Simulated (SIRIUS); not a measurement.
Crystal: HfB.

```
Hf B
1.0
     0.00000    2.31000    2.31000
     2.31000    0.00000    2.31000
     2.31000    2.31000    0.00000
Hf B
1 1
Direct
  0.50000 0.50000 0.50000
  0.00000 0.00000 0.00000
```

| Property | Result |
| --- | --- |
| Program | SIRIUS 7.12.0 |
| Task | relaxation of cell and atoms |
| Functional | revPBE |
| Potentials or basis | PseudoDojo 0.4.1 PBE standard (scalar relativistic) |
| Cutoff | 1054 eV |
| Density cutoff | 4214 eV |
| k mesh | 7 × 7 × 7 |
| Occupations | fermi-dirac, width 0.05 eV |
| Spin | no spin polarisation |

At the start: pressure 33.0 GPa; volume 12.33 Å³/atom.

Problem. Where does the relaxation end?

Solution. Over 4 steps the energy falls by 183.5 meV/atom and the volume is 14.32 Å³/atom (+16.2 %); space group Fm-3m (No. 225, to 0.05 Å).

The path:
| step | energy change (eV) | largest force (eV/Å) | pressure (GPa) | volume (Å³) |
| --- | --- | --- | --- | --- |
| 1 | 0.0000 | 0.0000 | 32.96 | 24.65 |
| 2 | -0.2211 | 0.0000 | 19.05 | 26.03 |
| 3 | -0.3649 | 0.0000 | 1.96 | 28.34 |
| 4 | -0.3670 | 0.0000 | 0.15 | 28.65 |

Final structure:
```
CELL_PARAMETERS angstrom
0.00000 2.42851 2.42851
2.42851 0.00000 2.42851
2.42851 2.42851 0.00000
ATOMIC_POSITIONS crystal
Hf 0.50000 0.50000 0.50000
B 0.00000 0.00000 0.00000
```

Caveat: the volume moved by over 15 % at a fixed basis, so the end points are rough; the potentials were made for another functional, which shifts forces and pressure.
